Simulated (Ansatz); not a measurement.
# ClF2H4NSi (built from SMILES F[SiH](F)Cl.N): search for a transition state

Is there a first-order saddle for this four-centre ligand exchange, which should form Si1–N7, Cl2–H6 and break Si1–Cl2, H6–N7, and which two structures does it connect?

Computed with Ansatz 0.2.0, Gaussian basis. Level: PBE0-D4, def2-SVP first, then def2-TZVP.

152 further runs of the same task are left out: 152 set aside as unsound or not needed.

### Step 1. Starting geometry

The guess: 9 atoms, charge 0, spin multiplicity 1.

Atoms are counted from 1 here; the program's logs count them from 0.

Bond lengths: Si1–F3 1.584 Å, Si1–F4 1.611 Å, Si1–H5 1.425 Å, Si1–N7 1.815 Å, H6–N7 1.180 Å, N7–H8 1.015 Å, N7–H9 1.018 Å. Angles: F3–Si1–F4 99.7°, F3–Si1–H5 122.2°, F3–Si1–N7 104.1°, F4–Si1–H5 105.8°, F4–Si1–N7 99.4°, H5–Si1–N7 121.1°, Si1–N7–H6 95.6°, Si1–N7–H8 115.5°, Si1–N7–H9 113.5°, H6–N7–H8 111.8°, H6–N7–H9 111.3°, H8–N7–H9 108.7°.

As a file:

```mol
ClF2H4NSi
  3D, bonds by distance, orders not assigned

  9  7  0  0  0  0  0  0  0  0999 V2000
   -0.7299    0.0847   -0.5470 Si  0  0
    1.9798   -0.3924   -1.2830 Cl  0  0
   -1.0369   -1.4483   -0.8008 F   0  0
   -2.0923    0.5153    0.1961 F   0  0
   -0.5605    1.0117   -1.6160 H   0  0
    1.3711   -0.1432    0.2505 H   0  0
    0.3964    0.0803    0.8762 N   0  0
    0.4662    0.9573    1.3816 H   0  0
    0.2061   -0.6654    1.5424 H   0  0
  1  3  8  0
  1  4  8  0
  1  5  8  0
  1  7  8  0
  6  7  8  0
  7  8  8  0
  7  9  8  0
M  END
```

Distances that are to change: Si1–N7 1.81 Å, Cl2–H6 1.67 Å, Si1–Cl2 2.85 Å, H6–N7 1.18 Å.

### Step 2. Constrained relaxation of the guess

Contents of hold/in.yaml:

```yaml
crystal:
  periodic: [false, false, false]
  atoms:
    - {symbol: Si, position_ang: [-0.729900, 0.084700, -0.547000]}
    - {symbol: Cl, position_ang: [1.979800, -0.392400, -1.283000]}
    - {symbol: F, position_ang: [-1.036900, -1.448300, -0.800800]}
    - {symbol: F, position_ang: [-2.092300, 0.515300, 0.196100]}
    - {symbol: H, position_ang: [-0.560500, 1.011700, -1.616000]}
    - {symbol: H, position_ang: [1.371100, -0.143200, 0.250500]}
    - {symbol: N, position_ang: [0.396400, 0.080300, 0.876200]}
    - {symbol: H, position_ang: [0.466200, 0.957300, 1.381600]}
    - {symbol: H, position_ang: [0.206100, -0.665400, 1.542400]}
basis:
  gaussian: {orbitals: def2-SVP}
hamiltonian: {xc: pbe0, dispersion: d4}
relax: {f_tol: 0.04, max_steps: 150, escape_saddle: false, constraints: [{distance: [0, 6]}, {distance: [1, 5]}, {distance: [0, 1]}, {distance: [5, 6]}]}
```

On the command line:

```bash
$ ansatz run in.yaml --threads 4 --pin off --events-out ev --progress --plain --max-ram 9574MiB
```

Standard output (excerpt; [...] marks lines left out):

```text
Functional definition: PBE0
  name "PBE0"
  cite "Adamo & Barone, J. Chem. Phys. 110, 6158 (1999) doi:10.1063/1.478522"
  cite "Perdew, Burke & Ernzerhof, Phys. Rev. Lett. 77, 3865 (1996) doi:10.1103/PhysRevLett.77.3865"
  parent pbe
[...]
989 factors; integrals over basis functions are off by at most 3.6e-4 eV
[...]
mean field -27366.93043892 eV, -1005.7161436588 hartree, gradient 4.9e-5 eV, S^2 0.000000; 0 other end points of the search recorded, 0 dependent functions left out
[...]
reference -27366.93046045 eV, -1005.7161444498 hartree; 30, 30 occupied and 68, 68 virtual orbitals, 989 factors
relax step   1: F+E_penalty+E_count = -27367.09396814 eV  Δ(F+E_penalty+E_count) = +0.000e0 eV  max|allowed force component| = 8.006e-1 eV/Å  Δτ_max = 0.0000 Å  (24 SCF iters, accepted)
[...]
relax step   4: F+E_penalty+E_count = -27367.15344690 eV  Δ(F+E_penalty+E_count) = -6.557e-4 eV  max|allowed force component| = 1.020e-1 eV/Å  Δτ_max = 0.0236 Å  (28 SCF iters, accepted)
[...]
relax step   5: F+E_penalty+E_count = -27367.15394883 eV  Δ(F+E_penalty+E_count) = -5.019e-4 eV  max|allowed force component| = 3.749e-2 eV/Å  Δτ_max = 0.0182 Å  (29 SCF iters, accepted)
  distance Si 0 - N 6 held at 1.814957 Å   reaction = -2.3157e-1 eV/Å
  distance Cl 1 - H 5 held at 1.668604 Å   reaction = +3.9104e-3 eV/Å
  distance Si 0 - Cl 1 held at 2.848121 Å   reaction = +1.0044e-1 eV/Å
  distance H 5 - N 6 held at 1.179616 Å   reaction = -3.4009e-2 eV/Å
989 factors; integrals over basis functions are off by at most 3.8e-4 eV
mean field -27366.99058344 eV, -1005.7183539291 hartree, gradient 1.9e-5 eV, S^2 0.000000; 1 other end points of the search recorded, 0 dependent functions left out
[...]
reference -27366.99060486 eV, -1005.7183547162 hartree; 30, 30 occupied and 68, 68 virtual orbitals, 989 factors
Total energy: -27367.15397025 eV, -1005.7243582835 hartree
Atom 0 at    -0.742329     0.058911    -0.522191 Å, force    -0.059393    -0.059157    -0.199200 eV/Å
Atom 1 at     1.952971    -0.430803    -1.301505 Å, force    -0.101425     0.017366     0.028390 eV/Å
Atom 2 at    -1.014637    -1.484596    -0.847034 Å, force     0.010044     0.032096     0.001733 eV/Å
Atom 3 at    -2.109752     0.541753     0.204745 Å, force     0.004379     0.002492    -0.004690 eV/Å
Atom 4 at    -0.509350     1.024172    -1.592264 Å, force    -0.007182     0.002276    -0.015216 eV/Å
Atom 5 at     1.354153    -0.112885     0.223154 Å, force     0.034182    -0.019400    -0.018828 eV/Å
Atom 6 at     0.401059     0.093374     0.886903 Å, force     0.124947     0.034106     0.193251 eV/Å
Atom 7 at     0.433458     0.977634     1.398417 Å, force    -0.005349    -0.004759     0.014398 eV/Å
Atom 8 at     0.234428    -0.667559     1.549775 Å, force    -0.000204    -0.005019     0.000164 eV/Å
Dipole moment:    -0.345447     0.429787     0.971875 e Å
```

Run time: 14 s. Hardware: 4 threads of Arm Neoverse N1, shared host.

Along the way:

```csv
step,energy from step 1 (eV),largest force component (eV/Å)
1,0.0000,0.8006
2,-0.0498,0.3431
3,-0.0588,0.0738
4,-0.0595,0.1020
5,-0.0600,0.0375
```

Close pairs (by a distance rule), those that changed most:

```csv
bond,before (Å),after (Å),change (Å)
Si1–H5,1.425,1.460,+0.035
Si1–F3,1.584,1.601,+0.017
Si1–F4,1.611,1.622,+0.012
N7–H8,1.015,1.022,+0.007
N7–H9,1.018,1.023,+0.005
Si1–N7,1.815,1.815,+0.000
H6–N7,1.180,1.180,+0.000
```

### Step 3. A starting Hessian

Contents of hessian/in.yaml:

```yaml
crystal:
  periodic: [false, false, false]
  atoms:
    - {symbol: Si, position_ang: [-0.742329, 0.058911, -0.522191]}
    - {symbol: Cl, position_ang: [1.952971, -0.430803, -1.301505]}
    - {symbol: F, position_ang: [-1.014637, -1.484596, -0.847034]}
    - {symbol: F, position_ang: [-2.109752, 0.541753, 0.204745]}
    - {symbol: H, position_ang: [-0.509350, 1.024172, -1.592264]}
    - {symbol: H, position_ang: [1.354153, -0.112885, 0.223154]}
    - {symbol: N, position_ang: [0.401059, 0.093374, 0.886903]}
    - {symbol: H, position_ang: [0.433458, 0.977634, 1.398417]}
    - {symbol: H, position_ang: [0.234428, -0.667559, 1.549775]}
basis:
  gaussian: {orbitals: def2-SVP}
hamiltonian: {xc: pbe0, dispersion: d4}
phonons: {}
scf: {lower_state_search: off}
```

On the command line:

```bash
$ ansatz run in.yaml --threads 4 --pin off --events-out ev --progress --plain --max-ram 9574MiB
```

Standard output (excerpt; [...] marks lines left out):

```text
[... 5 set-up lines as earlier in the session ...]
[...]
990 factors; integrals over basis functions are off by at most 3.8e-4 eV
[...]
mean field -27366.99058713 eV, -1005.7183540646 hartree, gradient 3.7e-6 eV, S^2 0.000000; 0 other end points of the search recorded, 0 dependent functions left out
[...]
reference -27366.99060859 eV, -1005.7183548532 hartree; 30, 30 occupied and 68, 68 virtual orbitals, 990 factors
[... from here to the last solve, the lines of the solves are left out (53 solves) ...]
990 factors; integrals over basis functions are off by at most 3.8e-4 eV
mean field -27366.99051027 eV, -1005.7183512399 hartree, gradient 9.4e-7 eV, S^2 0.000000; 0 other end points of the search recorded, 0 dependent functions left out
[...]
WARN: phonons: modes at or below zero, which the zero-point energy, F, S and C_V leave out: 1, the lowest at -314.88 cm⁻¹. A minimum has none, and a first-order saddle one
[...]
Atom 2 at    -1.014637    -1.484596    -0.847034 Å, force     0.010045     0.032023     0.001718 eV/Å
Atom 3 at    -2.109752     0.541753     0.204745 Å, force     0.004381     0.002501    -0.004699 eV/Å
Atom 4 at    -0.509350     1.024172    -1.592264 Å, force    -0.007177     0.002270    -0.015232 eV/Å
Atom 5 at     1.354153    -0.112885     0.223154 Å, force     0.034138    -0.019427    -0.018848 eV/Å
Atom 6 at     0.401059     0.093374     0.886903 Å, force     0.125003     0.034137     0.193242 eV/Å
Atom 7 at     0.433458     0.977634     1.398417 Å, force    -0.005362    -0.004762     0.014407 eV/Å
Atom 8 at     0.234428    -0.667559     1.549775 Å, force    -0.000219    -0.005033     0.000155 eV/Å
Dipole moment:    -0.345446     0.429786     0.971874 e Å
Vibrations: -314.88 105.68 169.93 186.79 280.67 308.56 418.39 573.59 684.25 811.62 842.19 864.01 919.48 957.19 1047.05 1421.17 1503.27 1718.96 2417.69 3511.52 3607.14 cm⁻¹, zero-point energy 1.385470 eV
Checks for a lower state left out: stability, starts, cluster_reference, orbital_swaps, neighbouring_geometries, increment
```

It took 69 s on 4 threads of Arm Neoverse N1, shared host.

The structure is not stationary yet, so these wavenumbers are no spectrum; the search needs only the force constants.

### Step 4. Saddle search in the small basis

A small driver takes partitioned rational-function steps: uphill along one mode, downhill along the rest. It calls the program once a step for energy and forces and updates the Hessian by Bofill's formula. It stops when the largest force is under 0.04 eV/Å and the followed curvature is negative. The first step's input:

Contents of presaddle/in.yaml:

```yaml
crystal:
  periodic: [false, false, false]
  atoms:
    - {symbol: Si, position_ang: [-0.742329, 0.058911, -0.522191]}
    - {symbol: Cl, position_ang: [1.952971, -0.430803, -1.301505]}
    - {symbol: F, position_ang: [-1.014637, -1.484596, -0.847034]}
    - {symbol: F, position_ang: [-2.109752, 0.541753, 0.204745]}
    - {symbol: H, position_ang: [-0.509350, 1.024172, -1.592264]}
    - {symbol: H, position_ang: [1.354153, -0.112885, 0.223154]}
    - {symbol: N, position_ang: [0.401059, 0.093374, 0.886903]}
    - {symbol: H, position_ang: [0.433458, 0.977634, 1.398417]}
    - {symbol: H, position_ang: [0.234428, -0.667559, 1.549775]}
basis:
  gaussian: {orbitals: def2-SVP}
hamiltonian: {xc: pbe0, dispersion: d4}
output: {forces: true}
scf: {lower_state_search: off}
```

On the command line:

```bash
$ ansatz run in.yaml --threads 4 --pin off --events-out ev --progress --plain --max-ram 9574MiB
```

Step by step:

```csv
step,energy (eV),largest force (eV/Å),followed curvature (eV/Å²)
1,-27367.15396,0.1992,-2.62
2,-27367.15526,0.0361,-2.78
```

The 2 steps took 3.4 s in all (4 threads of Arm Neoverse N1, shared host).

### Step 5. Saddle search in triple zeta

A small driver takes partitioned rational-function steps: uphill along one mode, downhill along the rest. It calls the program once a step for energy and forces and updates the Hessian by Bofill's formula. It stops when the largest force is under 0.01 eV/Å and the followed curvature is negative. The first step's input:

Contents of saddle/in.yaml:

```yaml
crystal:
  periodic: [false, false, false]
  atoms:
    - {symbol: Si, position_ang: [-0.750132, 0.062358, -0.515595]}
    - {symbol: Cl, position_ang: [1.952769, -0.435008, -1.287439]}
    - {symbol: F, position_ang: [-1.015883, -1.481885, -0.838605]}
    - {symbol: F, position_ang: [-2.122278, 0.554632, 0.193493]}
    - {symbol: H, position_ang: [-0.504790, 1.011859, -1.597957]}
    - {symbol: H, position_ang: [1.366481, -0.103932, 0.190714]}
    - {symbol: N, position_ang: [0.401666, 0.098862, 0.892631]}
    - {symbol: H, position_ang: [0.421114, 0.972285, 1.423122]}
    - {symbol: H, position_ang: [0.251054, -0.679171, 1.539635]}
basis:
  gaussian: {orbitals: def2-TZVP}
hamiltonian: {xc: pbe0, dispersion: d4}
output: {forces: true}
scf: {lower_state_search: off}
```

On the command line:

```bash
$ ansatz run in.yaml --threads 4 --pin off --events-out ev --progress --plain --max-ram 9574MiB
```

The driver's record:

```csv
step,energy (eV),largest force (eV/Å),followed curvature (eV/Å²)
1,-27383.30359,0.9689,-2.78
2,-27383.34493,0.0931,-2.78
3,-27383.34543,0.0128,-2.79
4,-27383.34548,0.0111,-2.80
5,-27383.34550,0.0023,-2.80
```

The 5 steps took 17 s in all (4 threads of Arm Neoverse N1, shared host).

The point found:

```csv
atom,x (Å),y (Å),z (Å)
Si1,-0.7677,0.0576,-0.5055
Cl2,1.9865,-0.4272,-1.3005
F3,-1.0106,-1.4541,-0.8548
F4,-2.1128,0.5334,0.2043
H5,-0.5097,1.0066,-1.5778
H6,1.3330,-0.1212,0.2259
N7,0.3966,0.0887,0.8808
H8,0.4483,0.9742,1.3756
H9,0.2363,-0.6579,1.5520
```

Followed mode, largest move set to 1: H6 (0.26, -0.17, -0.95); Cl2 (0.75, 0.01, 0.44); Si1 (-0.43, 0.12, 0.41); F4 (-0.51, 0.13, 0.05).

### Step 6. Checking the order of the point

Contents of vib/in.yaml:

```yaml
crystal:
  periodic: [false, false, false]
  atoms:
    - {symbol: Si, position_ang: [-0.767706, 0.057585, -0.505478]}
    - {symbol: Cl, position_ang: [1.986479, -0.427215, -1.300544]}
    - {symbol: F, position_ang: [-1.010553, -1.454138, -0.854780]}
    - {symbol: F, position_ang: [-2.112759, 0.533396, 0.204335]}
    - {symbol: H, position_ang: [-0.509687, 1.006590, -1.577825]}
    - {symbol: H, position_ang: [1.332979, -0.121223, 0.225888]}
    - {symbol: N, position_ang: [0.396618, 0.088697, 0.880779]}
    - {symbol: H, position_ang: [0.448341, 0.974177, 1.375636]}
    - {symbol: H, position_ang: [0.236287, -0.657869, 1.551987]}
basis:
  gaussian: {orbitals: def2-TZVP}
hamiltonian: {xc: pbe0, dispersion: d4}
phonons: {temperatures: {t_min: 298.15, t_max: 900, t_step: 200}}
```

On the command line:

```bash
$ ansatz run in.yaml --threads 4 --pin off --events-out ev --progress --plain --max-ram 9574MiB
```

Standard output (excerpt; [...] marks lines left out):

```text
[... 5 set-up lines as earlier in the session ...]
[...]
1179 factors; their error is unknown
[...]
mean field -27383.18105266 eV, -1006.3133426985 hartree, gradient 4.5e-5 eV, S^2 0.000000; 0 other end points of the search recorded, 0 dependent functions left out
[...]
reference -27383.18107937 eV, -1006.3133436802 hartree; 30, 30 occupied and 161, 161 virtual orbitals, 1179 factors
[... from here to the last solve, the lines of the solves are left out (53 solves) ...]
1179 factors; their error is unknown
[...]
mean field -27383.18096972 eV, -1006.3133396504 hartree, gradient 2.0e-6 eV, S^2 0.000000; 0 other end points of the search recorded, 0 dependent functions left out
[...]
WARN: phonons: modes at or below zero, which the zero-point energy, F, S and C_V leave out: 1, the lowest at -245.26 cm⁻¹. A minimum has none, and a first-order saddle one
[...]
Atom 0 at    -0.767706     0.057585    -0.505478 Å, force     0.000358     0.000740     0.000052 eV/Å
Atom 1 at     1.986479    -0.427215    -1.300544 Å, force    -0.000177     0.000089     0.000292 eV/Å
Atom 2 at    -1.010553    -1.454138    -0.854780 Å, force    -0.000208    -0.000909    -0.000269 eV/Å
Atom 3 at    -2.112759     0.533396     0.204335 Å, force    -0.000027     0.000129     0.000022 eV/Å
Atom 4 at    -0.509687     1.006590    -1.577825 Å, force    -0.000045    -0.000036    -0.000035 eV/Å
Atom 5 at     1.332979    -0.121223     0.225888 Å, force    -0.000465     0.000058    -0.000013 eV/Å
Atom 6 at     0.396618     0.088697     0.880779 Å, force     0.000731     0.000119    -0.002332 eV/Å
Atom 7 at     0.448341     0.974177     1.375636 Å, force     0.000080     0.001643     0.000833 eV/Å
Atom 8 at     0.236287    -0.657869     1.551987 Å, force    -0.000247    -0.001835     0.001448 eV/Å
Dipole moment:    -0.472994     0.409326     1.002259 e Å
Vibrations: -245.26 106.29 178.81 243.78 289.23 321.57 410.00 590.49 716.70 814.81 854.87 867.51 918.70 990.00 1087.26 1475.80 1543.48 1762.69 2394.79 3505.01 3592.14 cm⁻¹, zero-point energy 1.404983 eV
```

Wall time 2.8 min (4 threads of Arm Neoverse N1, shared host).

Wavenumbers and character of the modes:

```csv
mode,wavenumber (cm⁻¹),character
1,245i,"changes Cl2–H6, Si1–Cl2, H6–N7"
2,106,torsion with bend
3,179,"not assigned (largely outside the bonds, angles and torsions drawn)"
4,244,torsion with bend
5,289,bend
6,322,bend with torsion
7,410,"not assigned (largely outside the bonds, angles and torsions drawn)"
8,590,Si–N stretch
9,717,bend
10,815,bend with torsion
11,855,Si–F stretch with bend
12,868,Si–F stretch with bend
13,919,bend with Si–F stretch
14,990,Si–F stretch with bend
15,1087,bend with N–H stretch
16,1476,bend
17,1543,bend
18,1763,N–H stretch with bend
19,2395,Si–H stretch
20,3505,N–H stretch
21,3592,N–H stretch
```

Vibrational sums (real modes only):

```csv
T (K),entropy (J/mol/K),heat capacity (J/mol/K)
298,53.4,63.9
498,93.9,94.3
698,129.0,113.1
898,159.1,125.4
```

### Step 7. Relaxing after a step of 0.30 Å one way along the mode

Contents of downa/in.yaml:

```yaml
crystal:
  periodic: [false, false, false]
  atoms:
    - {symbol: Si, position_ang: [-0.896437, 0.093530, -0.383899]}
    - {symbol: Cl, position_ang: [2.210378, -0.424591, -1.168632]}
    - {symbol: F, position_ang: [-1.013342, -1.417071, -0.838674]}
    - {symbol: F, position_ang: [-2.265201, 0.572649, 0.219973]}
    - {symbol: H, position_ang: [-0.482329, 0.946889, -1.519408]}
    - {symbol: H, position_ang: [1.409993, -0.171058, -0.059743]}
    - {symbol: N, position_ang: [0.341352, 0.093032, 0.854712]}
    - {symbol: H, position_ang: [0.444206, 0.966474, 1.363464]}
    - {symbol: H, position_ang: [0.251381, -0.659854, 1.532207]}
basis:
  gaussian: {orbitals: def2-TZVP}
hamiltonian: {xc: pbe0, dispersion: d4}
relax: {f_tol: 0.005, max_steps: 200}
```

On the command line:

```bash
$ ansatz run in.yaml --threads 4 --pin off --events-out ev --progress --plain --max-ram 9574MiB
```

Standard output (excerpt; [...] marks lines left out):

```text
[... 5 set-up lines as earlier in the session ...]
[...]
1179 factors; their error is unknown
[...]
mean field -27383.32863878 eV, -1006.3187663883 hartree, gradient 6.2e-5 eV, S^2 0.000000; 0 other end points of the search recorded, 0 dependent functions left out
[...]
reference -27383.32866611 eV, -1006.3187673929 hartree; 30, 30 occupied and 161, 161 virtual orbitals, 1179 factors
relax step   1: F+E_penalty+E_count = -27383.49484538 eV  Δ(F+E_penalty+E_count) = +0.000e0 eV  max|allowed force component| = 8.719e-1 eV/Å  Δτ_max = 0.0000 Å  (27 SCF iters, accepted)
[...]
Total energy: -27383.74452231 eV, -1006.3340498263 hartree
Atom 0 at    -1.090024     0.114142    -0.333202 Å, force    -0.001294     0.001541     0.000562 eV/Å
Atom 1 at     2.902750    -0.451468    -0.906934 Å, force     0.002565    -0.000588    -0.001813 eV/Å
Atom 2 at    -1.297088    -1.376937    -0.813936 Å, force     0.000287     0.000664     0.000348 eV/Å
Atom 3 at    -2.455019     0.568090     0.334049 Å, force     0.000699    -0.000862    -0.001138 eV/Å
Atom 4 at    -0.815688     1.013395    -1.458988 Å, force     0.000633    -0.000561     0.000575 eV/Å
Atom 5 at     1.794254    -0.270053    -0.231199 Å, force    -0.002709     0.000690     0.001532 eV/Å
Atom 6 at     0.223092     0.088145     0.763722 Å, force    -0.001452    -0.001168     0.000954 eV/Å
Atom 7 at     0.498588     0.963236     1.189291 Å, force     0.000089    -0.000426    -0.000736 eV/Å
Atom 8 at     0.239136    -0.648550     1.457198 Å, force     0.001182     0.000709    -0.000285 eV/Å
Dipole moment:    -0.205742     0.290483     0.475810 e Å
```

Wall time 77 s (4 threads of Arm Neoverse N1, shared host).

The steps of the relaxation: (the energy doesn't fall at every step)

```csv
step,energy from step 1 (eV),largest force component (eV/Å)
1,0.0000,0.8719
2,-0.0995,0.6207
3,-0.1483,0.6877
4,-0.2269,0.4762
5,-0.1928,0.7771
6,-0.2454,0.1753
7,-0.2461,0.1050
8,-0.2342,0.6687
9,-0.2375,0.4911
10,-0.2494,0.0336
11,-0.2495,0.0203
12,-0.2495,0.0125
13,-0.2496,0.0056
14,-0.2496,0.0033
15,-0.2496,0.0054
16,-0.2496,0.0048
17,-0.2496,0.0027
```

Close pairs (by a distance rule), those that changed most:

```csv
bond,before (Å),after (Å),change (Å)
Cl2–H6,1.391,1.311,-0.080
Si1–N7,1.751,1.711,-0.040
Si1–F4,1.571,1.586,+0.015
Si1–H5,1.480,1.467,-0.013
N7–H9,1.017,1.012,-0.005
N7–H8,1.016,1.011,-0.005
Si1–F3,1.582,1.580,-0.002
```

(Part 1 of 2 ends here.)
